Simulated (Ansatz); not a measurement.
# Sn2TeS3: from a guess to a relaxed structure, part 2 of 2

The task: take a trial cell of Sn2TeS3 to zero force and stress.

Ansatz 0.2.0; DFT PBE, scalar-relativistic, plane waves, PAW.

## (4) Coarse relaxation, continued

The end of the coarse run is made exact in the group found at a tolerance of 0.06 Å and reduced to its primitive cell.

File input.yaml:

```yaml
crystal:
  lattice:
    - [2.7626649382, 1.5950253457, 5.416668591]
    - [-2.7626649382, 1.5950253457, 5.416668591]
    - [0.0, -3.1900506915, 5.416668591]
  atoms:
    - { symbol: Sn, position: [0.0902833965, 0.0902833965, 0.0902833965] }
    - { symbol: Sn, position: [0.9097166035, 0.9097166035, 0.9097166035] }
    - { symbol: Te, position: [0.5, 0.5, 0.5] }
    - { symbol: S, position: [0.0, 0.5, 0.5] }
    - { symbol: S, position: [0.5, 0.0, 0.5] }
    - { symbol: S, position: [0.5, 0.5, 0.0] }
basis:
  ecutwfc: 420
kpoints:
  mp_grid: { grid: [6, 6, 6] }
hamiltonian:
  xc: pbe
scf:
  occupations: { method: gaussian, width: 0.1 }
  lower_state_search: "off"
output:
  forces: true
  stress: true
  eigenvalues: true
relax:
  adjacent_minimum: "off"
  f_tol: 0.04
  max_steps: 70
  cell: { stress_tol: 0.4 }
```

Run with:

```
> ansatz run input.yaml --threads 1 --pin off --max-ram 2560MiB --backend cpu --events-out ev --progress --plain --runs-dir out
```

Log (excerpt; [...] marks lines left out):

```text
[...]
relax step  13: F+E_penalty+E_count = -21733.31023589 eV  Δ(F+E_penalty+E_count) = -1.136e-3 eV  max|allowed force component| = 5.734e-4 eV/Å  Δτ_max = 0.0000 Å  P = -0.214 GPa  Ω = 159.414 Å³  stress off target by 3.64e-1 GPa  SCF on the basis re-selected at this cell (its energy is not [...]
SCF converged after 4 iterations
Free energy (F): -21733.310236 eV
[...]
E sigma→0 (E₀):  -21733.301924 eV
[...]
  atoms:
    - { symbol: Sn, position: [0.08943476099179287, 0.08943476099179287, 0.08943476099179286] }
    - { symbol: Sn, position: [0.9105652390082071, 0.9105652390082071, 0.910565239008207] }
    - { symbol: Te, position: [0.4999999999999999, 0.4999999999999999, 0.49999999999999983] }
    - { symbol: S, position: [0.0, 0.5, 0.4999999999999999] }
    - { symbol: S, position: [0.5, 0.0, 0.4999999999999999] }
    - { symbol: S, position: [0.49999999999999994, 0.49999999999999994, 0.0] }
```

It took 7.3 min on 1 thread of Intel Xeon at 2.50GHz (Skylake/Cascade Lake), shared host; peak memory 0.59 GiB.

## (5) Relaxation on the finer mesh

The end of the coarse run is made exact in the group found at a tolerance of 0.06 Å and reduced to its primitive cell.

File input.yaml:

```yaml
crystal:
  lattice:
    - [2.4805286808, 1.4321339016, 7.4790731577]
    - [-2.4805286808, 1.4321339016, 7.4790731577]
    - [0.0, -2.8642678032, 7.4790731577]
  atoms:
    - { symbol: Sn, position: [0.089434761, 0.089434761, 0.089434761] }
    - { symbol: Sn, position: [0.910565239, 0.910565239, 0.910565239] }
    - { symbol: Te, position: [0.5, 0.5, 0.5] }
    - { symbol: S, position: [0.0, 0.5, 0.5] }
    - { symbol: S, position: [0.5, 0.0, 0.5] }
    - { symbol: S, position: [0.5, 0.5, 0.0] }
basis:
  ecutwfc: 420
kpoints:
  mp_grid: { grid: [12, 12, 12] }
hamiltonian:
  xc: pbe
scf:
  occupations: { method: gaussian, width: 0.1 }
output:
  forces: true
  stress: true
  eigenvalues: true
relax:
  adjacent_minimum: "off"
  f_tol: 0.01
  max_steps: 80
  cell: { stress_tol: 0.05 }
```

Run with:

```
> ansatz run input.yaml --threads 1 --pin off --max-ram 2560MiB --backend cpu --events-out ev --progress --plain --runs-dir out
```

Log:

```text
Warning: RAYON_NUM_THREADS=1 ignored (pool sized by the plan → 1); use --threads N
basis.fft_grid_basis auto: the FFT boxes are laid along the combinations [[1, 0, -1], [0, 1, -1], [0, 0, 1]] of the cell's own vectors, 4.961, 4.961 and 8.009 Å long. The dense box has 36×36×54 points. Along the cell's own vectors, as sized, it would have 54×54×54, 2.25 times as many. Of the 12 symmetry operations that the crystal satisfies within crystal.symmetry.tolerance (time reversal apart; of a slab, those that keep its plane) the dense box along the cell's own vectors carries 12, and the one as laid loses 8 of those. basis.fft_grid_basis: typed keeps the cell's own vectors: state it where this run's energies or levels are differenced outside the engine with another run's, or held beside a run that keeps those vectors.
[... 10 set-up lines as earlier in the session ...]
Crystal: 6 atoms, lattice volume = 159.414 Å³
Basis set: ecut = 420 eV, 3133 PW (Γ), FFT grids on a1−a3, a2−a3, a3, exchange–correlation on 72×72×108 points (8 copies of the dense FFT grid, shifted against one another)
Bands: 38, of which v1, the nominal top of the filled ones, is band 31 counted from 1 (30 counted from 0)
[... 1 set-up line as earlier in the session ...]
Space group: R-3m (ITA 166), of the structure as read, at distance tolerance 5.4e-5 Å
k-points: 189 of 1728
[... 10 set-up lines as earlier in the session ...]
SCF iter   1: F=—  HF=-21733.494158 eV  |F-HF|=—  |Δ(HF+E_count)|=         —  Δρ=2.59e-3  dr2=1.66e-2  ethr=1.77e-3  ⟨swp⟩=7.9  Hψ=31881  notcnv=0
preconditioner: auto → LDOS  [metal: Δε(μ)=0.020 eV  Ē_g=7.972 eV  σ=0.100 eV  W_gap=0.11  n_scr=28 (ndim 8)  ℏωp=16.6 eV  f_vac=0.030  D(μ)=1.87/eV (n_scr^D=2)  β→1.0]
SCF iter   2: F=—  HF=-21733.491256 eV  |F-HF|=—  |Δ(HF+E_count)|=   2.90e-3  Δρ=1.20e-3  dr2=3.53e-3  ethr=2.68e-5  ⟨swp⟩=2.0  Hψ=14580  notcnv=0  defer=3
SCF iter   3: F=—  HF=-21733.490479 eV  |F-HF|=—  |Δ(HF+E_count)|=   7.77e-4  Δρ=2.29e-4  dr2=2.66e-4  ethr=5.69e-6  ⟨swp⟩=2.0  Hψ=9876  notcnv=0  defer=3
SCF iter   4: F=—  HF=-21733.490464 eV  |F-HF|=—  |Δ(HF+E_count)|=   1.42e-5  Δρ=1.03e-4  dr2=2.90e-5  ethr=4.29e-7  ⟨swp⟩=2.0  Hψ=11722  notcnv=0  defer=3
SCF iter   5: F=—  HF=-21733.490508 eV  |F-HF|=—  |Δ(HF+E_count)|=   4.34e-5  Δρ=2.03e-5  dr2=8.70e-7  ethr=4.68e-8  ⟨swp⟩=2.0  Hψ=11690  notcnv=0  defer=3
SCF iter   6: F=—  HF=-21733.490508 eV  |F-HF|=—  |Δ(HF+E_count)|=   5.23e-7  Δρ=6.63e-6  dr2=1.16e-7  ethr=1.61e-10  ⟨swp⟩=10.7  Hψ=35812  notcnv=0
SCF iter   7: F=-21733.490508 eV  HF=-21733.490508 eV  |F-HF|=6.56e-9  |Δ(HF+E_count)|=   5.04e-8  Δρ=2.23e-6  dr2=8.25e-9  ethr=1.61e-10  ⟨swp⟩=4.5  Hψ=22554  notcnv=0
SCF 1 converged in 7 iterations: F = -21733.490508 eV  dr2 = 8.25e-9
relax step   1: F+E_penalty+E_count = -21733.49050844 eV  Δ(F+E_penalty+E_count) = +0.000e0 eV  max|allowed force component| = 3.405e-2 eV/Å  Δτ_max = 0.0000 Å  P = -0.426 GPa  Ω = 159.414 Å³  (7 SCF iters, dr2 threshold 1.00e-7 eV, accepted)
Crystal: 6 atoms, lattice volume = 158.051 Å³
Basis set: ecut = 420 eV, 3103 PW (Γ), FFT grids on a1−a3, a2−a3, a3, exchange–correlation on 72×72×108 points (8 copies of the dense FFT grid, shifted against one another)
[... 2 set-up lines as earlier in the session ...]
iter 1 solved again at ethr=2.40e-6 eV; its pass at ethr=3.10e-3 eV (dr2=1.49e-3 eV) is discarded
SCF iter   1: F=—  HF=-21733.493370 eV  |F-HF|=—  |Δ(HF+E_count)|=         —  Δρ=5.17e-4  dr2=1.22e-3  ethr=2.40e-6  ⟨swp⟩=2.2  Hψ=35855  notcnv=0
preconditioner: auto → LDOS  [metal: Δε(μ)=0.002 eV  Ē_g=7.990 eV  σ=0.100 eV  W_gap=0.01  n_scr=28 (ndim 8)  ℏωp=16.7 eV  f_vac=0.029  D(μ)=2.00/eV (n_scr^D=8)  β→1.0]
SCF iter   2: F=—  HF=-21733.493260 eV  |F-HF|=—  |Δ(HF+E_count)|=   1.10e-4  Δρ=3.38e-4  dr2=4.09e-4  ethr=1.97e-6  ⟨swp⟩=2.0  Hψ=12069  notcnv=0
SCF iter   3: F=—  HF=-21733.493209 eV  |F-HF|=—  |Δ(HF+E_count)|=   5.09e-5  Δρ=9.30e-5  dr2=2.31e-5  ethr=6.59e-7  ⟨swp⟩=2.0  Hψ=11953  notcnv=0
SCF iter   4: F=—  HF=-21733.493204 eV  |F-HF|=—  |Δ(HF+E_count)|=   5.22e-6  Δρ=1.53e-5  dr2=6.38e-7  ethr=3.73e-8  ⟨swp⟩=2.0  Hψ=11508  notcnv=0
SCF iter   5: F=-21733.493204 eV  HF=-21733.493204 eV  |F-HF|=1.09e-8  |Δ(HF+E_count)|=   6.13e-8  Δρ=4.56e-6  dr2=4.60e-8  ethr=9.68e-10  ⟨swp⟩=6.8  Hψ=30899  notcnv=0
SCF 2 converged in 5 iterations: F = -21733.493204 eV  dr2 = 4.60e-8
relax step   2: F+E_penalty+E_count = -21733.49320427 eV  Δ(F+E_penalty+E_count) = -2.696e-3 eV  max|allowed force component| = 5.427e-3 eV/Å  Δτ_max = 0.0145 Å  P = -0.093 GPa  Ω = 158.051 Å³  energy of the carried Pulay correction = +1.505e-4 eV  (5 SCF iters, dr2 threshold 6.00e-7 eV, accepted)
Crystal: 6 atoms, lattice volume = 157.761 Å³
iter 1 solved again at ethr=1.31e-7 eV; its pass at ethr=3.10e-3 eV (dr2=8.11e-5 eV) is discarded
SCF iter   1: F=—  HF=-21733.493299 eV  |F-HF|=—  |Δ(HF+E_count)|=         —  Δρ=7.97e-5  dr2=6.73e-5  ethr=1.31e-7  ⟨swp⟩=2.0  Hψ=35029  notcnv=0
preconditioner: auto → LDOS  [metal: Δε(μ)=0.008 eV  Ē_g=8.004 eV  σ=0.100 eV  W_gap=0.05  n_scr=28 (ndim 8)  ℏωp=16.7 eV  f_vac=0.030  D(μ)=1.99/eV (n_scr^D=8)  β→1.0]
SCF iter   2: F=—  HF=-21733.493387 eV  |F-HF|=—  |Δ(HF+E_count)|=   8.78e-5  Δρ=5.16e-5  dr2=1.35e-5  ethr=1.09e-7  ⟨swp⟩=2.0  Hψ=8577  notcnv=0
SCF iter   3: F=—  HF=-21733.493333 eV  |F-HF|=—  |Δ(HF+E_count)|=   5.36e-5  Δρ=1.76e-5  dr2=1.40e-6  ethr=2.18e-8  ⟨swp⟩=2.0  Hψ=12051  notcnv=0
SCF iter   4: F=-21733.493333 eV  HF=-21733.493333 eV  |F-HF|=9.36e-9  |Δ(HF+E_count)|=   2.96e-7  Δρ=3.48e-6  dr2=2.48e-8  ethr=5.41e-11  ⟨swp⟩=5.1  Hψ=36478  notcnv=0
SCF 3 converged in 4 iterations: F = -21733.493333 eV  dr2 = 2.48e-8
relax step   3: F+E_penalty+E_count = -21733.49333277 eV  Δ(F+E_penalty+E_count) = -1.285e-4 eV  max|allowed force component| = 5.463e-4 eV/Å  Δτ_max = 0.0009 Å  P = +0.003 GPa  Ω = 157.761 Å³  energy of the carried Pulay correction = +1.828e-4 eV  (4 SCF iters, dr2 threshold 3.36e-8 eV, accepted)
[... 1 set-up line as earlier in the session ...]
iter 1 solved again at ethr=2.22e-7 eV; its pass at ethr=3.10e-3 eV (dr2=1.38e-4 eV) is discarded
SCF iter   1: F=—  HF=-21733.493101 eV  |F-HF|=—  |Δ(HF+E_count)|=         —  Δρ=8.41e-6  dr2=3.46e-8  ethr=2.22e-7  ⟨swp⟩=3.2  Hψ=51976  notcnv=0
eigensolver tolerance schedule: the retry pair's looser diagonalisation over-reported the residual by 3978.69 of it (diagonalisation noise at 0.40 of the residual, at the tolerance the schedule requests for it); recorded, not acted on — ethr = c·dr2/N_el stays at c = 1.0e-1
preconditioner: auto → LDOS  [metal: Δε(μ)=0.012 eV  Ē_g=8.005 eV  σ=0.100 eV  W_gap=0.07  n_scr=28 (ndim 8)  ℏωp=16.7 eV  f_vac=0.030  D(μ)=1.99/eV (n_scr^D=8)  β→1.0]
SCF iter   2: F=—  HF=-21733.493147 eV  |F-HF|=—  |Δ(HF+E_count)|=   4.64e-5  Δρ=2.94e-6  dr2=1.55e-8  ethr=5.58e-11  ⟨swp⟩=3.1  Hψ=15149  notcnv=0
SCF iter   3: F=—  HF=-21733.493147 eV  |F-HF|=—  |Δ(HF+E_count)|=   6.64e-9  Δρ=1.07e-6  dr2=1.88e-9  ethr=2.49e-11  ⟨swp⟩=2.0  Hψ=13012  notcnv=0
SCF iter   4: F=—  HF=-21733.493147 eV  |F-HF|=—  |Δ(HF+E_count)|=  4.58e-10  Δρ=2.80e-7  dr2=1.62e-10  ethr=3.02e-12  ⟨swp⟩=2.0  Hψ=12022  notcnv=0
SCF iter   5: F=-21733.493147 eV  HF=-21733.493147 eV  |F-HF|=1.09e-11  |Δ(HF+E_count)|=  4.37e-11  Δρ=7.67e-8  dr2=1.18e-11  ethr=1.00e-12  ⟨swp⟩=6.4  Hψ=30218  notcnv=0
SCF 4 converged in 5 iterations: F = -21733.493147 eV  dr2 = 1.18e-11
relax step   4: F+E_penalty+E_count = -21733.49314718 eV  Δ(F+E_penalty+E_count) = +1.856e-4 eV  max|allowed force component| = 6.017e-4 eV/Å  Δτ_max = 0.0000 Å  P = +0.003 GPa  Ω = 157.761 Å³  stress off target by 4.64e-3 GPa  SCF on the basis re-selected at this cell (its energy is not comparable with the rows above)  (5 SCF iters)
basis re-selected at this cell: Δ(F+E_penalty+E_count) = +1.856e-4 eV, ΔP = +0.000 GPa vs the last step (what re-selecting the basis moved, of the pressure what is left beyond the Pulay correction that the steps carried, after the strain that the cell walked since its last selection, with what the two solves' SCF thresholds leave and, on support functions, any second-order correction that the steps lacked; it is no measure of the basis error at this ecutwfc). This SCF's stress stands 4.64e-3 GPa from its target on what of the cell is left free (relax.cell.stress_tol is 5.00e-2 GPa) and its largest allowed force component is 6.02e-4 eV/Å (relax.f_tol is 1.00e-2 eV/Å): within both
SCF converged after 5 iterations
Free energy (F): -21733.493147 eV
Harris-Foulkes:  -21733.493147 eV  (|F-HF|=1.09e-11)
Internal energy: -21733.483208 eV  (E = F + TS)
E sigma→0 (E₀):  -21733.488178 eV
Entropy (-TS):   -0.009939 eV (-1.656 meV/atom)
Fermi energy:    7.980656 eV
--- Per-component energies (eV) ---
  E_band       = -503.621693
  E_kinetic    = 864.192486
  E_local      = -3705.578054  (includes V_loc(G=0)·N_el)
  E_nonlocal   = -288.711573
  E_hartree    = 2137.168455
  E_xc         = -1179.839882
  E_vxc        = -556.335444  (∫ρ·V_xc dr)
  E_paw        = -14726.984239  (= ΣΔE_a)
  E_vpaw       = -1091.525789  (= ΣTr[D̂ρ^β])
  E_aug_tail   = -0.000180  (compensation charges beyond the density's cutoff)
  E_ewald      = -4833.730222
  E_smearing   = -0.009939  (= −TS)
  E_closure    = -0.000000  (closes the sum)
  Σ components = -21733.493147   (vs F -21733.493147, Δ=0.00e0)
--- Forces (eV/Å), atoms counted from 1 ---
  atom   1  Sn     0.00000000     0.00000000     0.00060166
  atom   2  Sn     0.00000000    -0.00000000    -0.00060166
  atom   3  Te     0.00000000     0.00000000    -0.00000000
  atom   4  S      0.00000000    -0.00000000     0.00000000
  atom   5  S     -0.00000000    -0.00000000     0.00000000
  atom   6  S      0.00000000     0.00000000     0.00000000
  max |Σ_I F_I| component: 1.19e-28 eV/Å
--- Stress (GPa, compression-positive) ---
        0.004644      -0.000000      -0.000000
       -0.000000       0.004644       0.000000
       -0.000000       0.000000       0.000519
  P = ⅓ Tr σ = 0.0033 GPa (0.033 kbar)
--- Band table (eV; the first three rows and the last of 189) ---
  k-point 0: bands = ["-28.6357", "-28.6357", "-28.5950", "-28.5950", "-28.5803", "-14.0877", "-14.0799", "-14.0799", "-14.0780", "-14.0780", "-14.0755", "-14.0741", "-14.0741", "-14.0740", "-14.0740", "-8.2262", "-3.2332", "-3.1349", "-3.1349", "-0.2394", "0.0359", "1.9981", "2.1600", "2.1600", "4.5572", "5.9137", "5.9137", "6.9818", "6.9818", "7.2414", "7.2651", "8.1266", "8.1266", "10.6424", "10.9094", "10.9094", "11.2086", "11.6589"]
  k-point 1: bands = ["-28.6357", "-28.6357", "-28.5950", "-28.5950", "-28.5803", "-14.0876", "-14.0805", "-14.0799", "-14.0780", "-14.0778", "-14.0754", "-14.0742", "-14.0741", "-14.0740", "-14.0737", "-8.1821", "-3.3812", "-3.2066", "-3.1629", "0.0113", "0.0933", "1.5746", "2.2767", "2.5755", "4.5125", "5.7081", "5.7916", "6.7214", "6.9664", "7.0415", "7.6167", "8.3286", "8.6369", "10.4143", "10.6161", "10.8314", "11.0046", "11.7547"]
  k-point 2: bands = ["-28.6357", "-28.6357", "-28.5950", "-28.5950", "-28.5802", "-14.0875", "-14.0819", "-14.0799", "-14.0781", "-14.0775", "-14.0752", "-14.0742", "-14.0740", "-14.0738", "-14.0732", "-8.0513", "-3.9367", "-3.2363", "-3.1306", "0.2179", "0.5087", "1.2501", "2.6152", "2.9420", "4.3374", "5.4486", "5.5215", "6.3087", "6.8714", "6.9437", "8.2849", "8.7883", "9.4623", "9.7408", "9.9558", "10.6046", "10.7015", "11.2255"]
  k-point 188: bands = ["-28.6357", "-28.6357", "-28.5950", "-28.5950", "-28.5803", "-14.0880", "-14.0826", "-14.0826", "-14.0763", "-14.0763", "-14.0752", "-14.0737", "-14.0737", "-14.0734", "-14.0734", "-8.2213", "-3.3404", "-3.1353", "-3.1353", "-0.2318", "0.9582", "1.1124", "2.1634", "2.1634", "4.5051", "5.9569", "5.9569", "6.4050", "6.7220", "6.7220", "8.8523", "9.1152", "9.1152", "9.5406", "9.5577", "9.5577", "10.6425", "12.0965"]
--- Relaxed structure (3 steps of the walk, 3 accepted, 1 SCFs on fresh bases) ---
  F+E_penalty+E_count = -21733.49314718 eV   max|allowed force component| = 6.017e-4 eV/Å   (the final SCF, on the basis selected at the relaxed cell)
  cell:  # Å, volume = 157.7607 Å³
    - [2.472293671116228, 1.427379416534762, 7.45088737654807]
    - [-2.472293671116228, 1.427379416534762, 7.45088737654807]
    - [-6.229018448746725e-34, -2.854758833069524, 7.45088737654807]
  atoms:
    - { symbol: Sn, position: [0.09004352291198946, 0.09004352291198946, 0.09004352291198946] }
    - { symbol: Sn, position: [0.9099564770880105, 0.9099564770880105, 0.9099564770880105] }
    - { symbol: Te, position: [0.4999999999999999, 0.4999999999999999, 0.4999999999999999] }
    - { symbol: S, position: [5.551115123125783e-17, 0.5, 0.49999999999999994] }
    - { symbol: S, position: [0.5, 5.551115123125783e-17, 0.49999999999999994] }
    - { symbol: S, position: [0.49999999999999994, 0.49999999999999994, 5.551115123125783e-17] }
```

Wall time 11 min (1 thread of Intel Xeon at 2.50GHz (Skylake/Cascade Lake), shared host); peak memory 1 GiB.

Relaxation path:

| step | energy from step 1 (eV/cell) | largest force component (eV/Å) | pressure (GPa) | volume (Å³) |
| --- | --- | --- | --- | --- |
| 1 | 0.0000 | 0.0340 | -0.43 | 159.41 |
| 2 | -0.0027 | 0.0054 | -0.09 | 158.05 |
| 3 | -0.0028 | 0.0005 | 0.00 | 157.76 |
| 4 | -0.0026 | 0.0006 | 0.00 | 157.76 |

Step 1 is the start. Step 4 repeats the geometry before it on a plane-wave basis chosen anew for that cell, so its energy need not be comparable with the rows above.

Lengths and angles in the start's conventional setting:

|  | before | after | change |
| --- | --- | --- | --- |
| a (Å) | 4.961 | 4.945 | -0.3 % |
| b (Å) | 4.961 | 4.945 | -0.3 % |
| c (Å) | 22.437 | 22.353 | -0.4 % |
| volume (Å³/atom) | 26.57 | 26.29 | -1.0 % |
| shortest distance (Å) | 2.481 | 2.472 | -0.3 % |
| space group (0.01 Å) | R-3m | R-3m | same |

Forces and stress were held to the start's 12 operations: a distortion of lower symmetry was not tested.

## (6) Outcome

What follows sums up all 2 parts. Changes of volume or cell count from the first structure of part 1.

```
                              quantity                                                                        value
symmetry at the end (tolerance 0.05 Å)                                                   space group R-3m (No. 166)
                     conventional cell  a = 4.945 Å, b = 4.945 Å, c = 22.353 Å, α = 90.00°, β = 90.00°, γ = 120.00°
                                volume                                                                26.29 Å³/atom
     energy over the elements, grey Sn                                                                +0.18 eV/atom
                       gap on the mesh                                                                 none (metal)
```

The space group R-3m (No. 166) is kept, and the volume per atom shrinks by 11.4 % from the first guess. With a positive formation energy it can't be a ground state. No finished test with a distortion of lower symmetry is shown, so the end may be a saddle point. The runs treat Te without spin-orbit coupling.
